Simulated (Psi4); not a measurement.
# UBHLYP/def2-SVPD run of CH2GeN (SMILES N#[C][GeH2])

What is the energy change on altering one bond length of CH2GeN at UBHLYP/def2-SVPD? 

The calculation is run with Psi4 1.11.

## (1) The system as given

The species is CH2GeN (5 atoms), meant as a doublet with charge 0. SMILES: `N#[C][GeH2]`. The shape is that of a PBE0-D4/def2-TZVP optimisation.

Bond lengths: N1–C2 1.154 Å, C2–Ge3 1.912 Å, Ge3–H4 1.534 Å, Ge3–H5 1.534 Å. Angles: N1–C2–Ge3 175.5°, C2–Ge3–H4 108.2°, C2–Ge3–H5 108.2°, H4–Ge3–H5 114.7°.

## (2) Energy and forces at UBHLYP/def2-SVPD

ch2gen.xyz reads:

```xyz
5
CH2GeN
N      1.590700    -1.029300     1.293200
C      0.838400    -0.535900     0.570400
Ge    -0.315900     0.241400    -0.740100
H     -1.658900    -0.498000    -0.695900
H     -0.404300     1.748400    -0.468900
```

job.py reads:

```python
import psi4

psi4.set_memory(2200000000)
psi4.set_num_threads(1)
psi4.set_output_file('psi4.out', False)

with open('ch2gen.xyz') as f:
    atoms = ''.join(f.readlines()[2:])
geom = psi4.geometry('0 2\n' + atoms + 'symmetry c1\nno_reorient\nno_com')

psi4.set_options({
    'basis': 'def2-SVPD',
    'reference': 'uks',
    'puream': True,
    'e_convergence': 1e-09,
    'd_convergence': 1e-08,
    'scf_type': 'pk',
    'dft_radial_points': 99,
    'dft_spherical_points': 590,
    'maxiter': 100,
})

result, w = psi4.gradient("bhhlyp", return_wfn=True)
psi4.oeprop(w, "DIPOLE", "MULLIKEN_CHARGES", "WIBERG_LOWDIN_INDICES", title="BHHLYP")
print('gradient / Eh bohr^-1')
print(result.np.round(6))
print(f'energy = {w.energy():.10f} Eh')
```

Launch:

```sh
$ python job.py
```

psi4.out:

```text
[...]
  Running in c1 symmetry.
[...]
  Nuclear repulsion =  137.584871191227109
[...]
  Multiplicity = 2
[...]
  Nalpha       = 24
  Nbeta        = 23
[...]
    Number of basis functions: 94
[...]
   @UKS iter   1: -2169.35107547241341   -2.84352e+00   2.45306e-02 DIIS/ADIIS
[...]
   @UKS iter  16: -2170.59197848229041   -1.77351e-11   8.01312e-09 DIIS
[...]
   @S^2 Observed:                7.559123615E-01
[...]
  @UKS Final Energy: -2170.59197848229041
   => Energetics <=
    Nuclear Repulsion Energy =            137.5848711912271085
    One-Electron Energy =               -3293.4877051097046206
    Two-Electron Energy =                1032.3584906244861941
    DFT Exchange-Correlation Energy =     -47.0476351882992603
    Empirical Dispersion Energy =           0.0000000000000000
    VV10 Nonlocal Energy =                  0.0000000000000000
    Total Energy =                      -2170.5919784822904148
[...]
  -Total Gradient:
     Atom            X                  Y                   Z
    ------   -----------------  -----------------  -----------------
       1        0.009091780404    -0.005969878105     0.008797859412
       2       -0.010593061716     0.007011553363    -0.010849392419
       3        0.003489883069    -0.002167589594     0.002109559195
       4       -0.002056301473    -0.001348191190    -0.000220297387
       5        0.000067504011     0.002474216405     0.000162258813
[...]
 Multipole Moments:
 ------------------------------------------------------------------------------------
     Multipole            Electronic (a.u.)      Nuclear  (a.u.)        Total (a.u.)
 ------------------------------------------------------------------------------------
 L = 1.  Multiply by 2.5417464519 to convert [e a0] to [Debye]
 Dipole X            :         -8.5268342            7.5462433           -0.9805909
 Dipole Y            :          3.3811378           -2.7312212            0.6499167
 Dipole Z            :         22.3724414          -23.3819593           -1.0095179
 Magnitude           :                                                    1.5501860
[...]
  Mulliken Charges: (a.u.)
   Center  Symbol    Alpha    Beta     Spin     Total
       1     N     3.61483  3.48180  0.13303 -0.09662
       2     C     3.00069  3.06468 -0.06399 -0.06537
       3    GE    16.36405 15.52224  0.84181  0.11371
       4     H     0.51022  0.46565  0.04457  0.02414
       5     H     0.51022  0.46564  0.04458  0.02414
   Total alpha = 24.00000, Total beta = 23.00000, Total charge =  0.00000
  Wiberg Bond Indices using Orthogonal Lowdin Orbitals:
  Total Bond Index:
[...]
```

On the terminal:

```text
gradient / Eh bohr^-1
[[ 9.0920e-03 -5.9700e-03  8.7980e-03]
 [-1.0593e-02  7.0120e-03 -1.0849e-02]
 [ 3.4900e-03 -2.1680e-03  2.1100e-03]
 [-2.0560e-03 -1.3480e-03 -2.2000e-04]
 [ 6.8000e-05  2.4740e-03  1.6200e-04]]
energy = -2170.5919784823 Eh
```

Run time: 34 s. Hardware: 1 thread of Intel Xeon Platinum 8259CL at 2.50GHz (Skylake/Cascade Lake), shared host; peak memory 1 GiB.

## (3) The distorted shape, same level

job.inp reads:

```
memory 2.2 GB

molecule mol {
  0 2
  N      2.262210    -0.659595     1.271100
  C      1.509910    -0.166195     0.548300
  Ge     0.355610     0.611105    -0.762200
  H     -1.658900    -0.498000    -0.695900
  H      0.267210     2.118105    -0.491000
  symmetry c1
  no_reorient
  no_com
}

set {
  basis def2-SVPD
  reference uks
  puream true
  e_convergence 1e-09
  d_convergence 1e-08
  scf_type pk
  dft_radial_points 99
  dft_spherical_points 590
  maxiter 100
}

gradient("bhhlyp")
print_variables()
```

Launch:

```sh
$ psi4 -i job.inp -o job.out -n 1
```

job.out:

```text
[...]
  Running in c1 symmetry.
[...]
  Nuclear repulsion =  133.537571264364260
[...]
  Multiplicity = 2
[...]
  Nalpha       = 24
  Nbeta        = 23
[...]
    Number of basis functions: 94
[...]
   @UKS iter   1: -2169.09543332167050   -2.84397e+00   2.47076e-02 ADIIS/DIIS
[...]
   @UKS iter  20: -2170.52095762604495   -1.04592e-11   8.43828e-09 DIIS
[...]
   @S^2 Observed:                8.407494253E-01
[...]
    Orbital Energies [Eh]
    ---------------------
    Alpha Occupied:
       1A   -401.255522     2A    -50.731083     3A    -45.101871
       4A    -45.099807     5A    -45.099213     6A    -14.836402
       7A    -10.636701     8A     -6.652716     9A     -4.755175
      10A     -4.749944    11A     -4.747467    12A     -1.444175
      13A     -1.441939    14A     -1.439628    15A     -1.438554
      16A     -1.435826    17A     -1.039246    18A     -0.694068
      19A     -0.516155    20A     -0.454790    21A     -0.432109
      22A     -0.430334    23A     -0.389150    24A     -0.306290
    Alpha Virtual:
      25A     -0.075758    26A      0.018244    27A      0.031357
[...]
  @UKS Final Energy: -2170.52095762604495
   => Energetics <=
    Nuclear Repulsion Energy =            133.5375712643642601
    One-Electron Energy =               -3284.9777048023202042
    Two-Electron Energy =                1027.9201307190394346
    DFT Exchange-Correlation Energy =     -47.0009548071282737
    Empirical Dispersion Energy =           0.0000000000000000
    VV10 Nonlocal Energy =                  0.0000000000000000
    Total Energy =                      -2170.5209576260449467
[...]
 Multipole Moments:
 ------------------------------------------------------------------------------------
     Multipole            Electronic (a.u.)      Nuclear  (a.u.)        Total (a.u.)
 ------------------------------------------------------------------------------------
 L = 1.  Multiply by 2.5417464519 to convert [e a0] to [Debye]
 Dipole X            :        -66.5501243           65.9188629           -0.6312614
 Dipole Y            :        -28.6088119           29.4062739            0.7974620
 Dipole Z            :         24.4208631          -25.3030549           -0.8821918
 Magnitude           :                                                    1.3463651
[...]
  -Total Gradient:
     Atom            X                  Y                   Z
    ------   -----------------  -----------------  -----------------
       1        0.008569283604    -0.004198633005     0.009070309114
       2       -0.012436858844     0.002823113238    -0.017945264359
       3        0.044683763786     0.027243346187     0.016144972424
       4       -0.040027441991    -0.023074355105    -0.000537886457
       5       -0.000788905066    -0.002793496963    -0.006732154606
[...]
```

Wall time 37 s (1 thread of Intel Xeon Platinum 8259CL at 2.50GHz (Skylake/Cascade Lake), shared host); peak memory 1 GiB.

## (4) Results

Level: UBHLYP/def2-SVPD.

| quantity | value |
| --- | --- |
| first shape: total energy | -2170.59198 Eh |
| first shape: dipole moment | 3.94 D |
| first shape: HOMO energy (highest over α and β) | -8.11 eV |
| first shape: LUMO energy (lowest over α and β) | -2.97 eV |
| first shape: ⟨S²⟩ | 0.756 |
| first shape: largest force on an atom | 0.859 eV/Å |
| distorted shape: total energy | -2170.52096 Eh |
| distorted shape: dipole moment | 3.42 D |
| distorted shape: HOMO energy (highest over α and β) | -8.33 eV |
| distorted shape: LUMO energy (lowest over α and β) | -3.31 eV |
| distorted shape: ⟨S²⟩ | 0.841 |
| distorted shape: largest force on an atom | 2.816 eV/Å |
| energy change with the Ge3–H4 bond stretched from 1.534 to 2.301 Å | 1.933 eV |

In words: With the Ge3–H4 bond stretched from 1.534 to 2.301 Å the energy rises by 1.93 eV (186 kJ/mol). The first shape isn't relaxed at this level, so the change isn't measured from a minimum. The largest force (first shape) is 0.86 eV/Å: the shape isn't a stationary point for this species at this level.
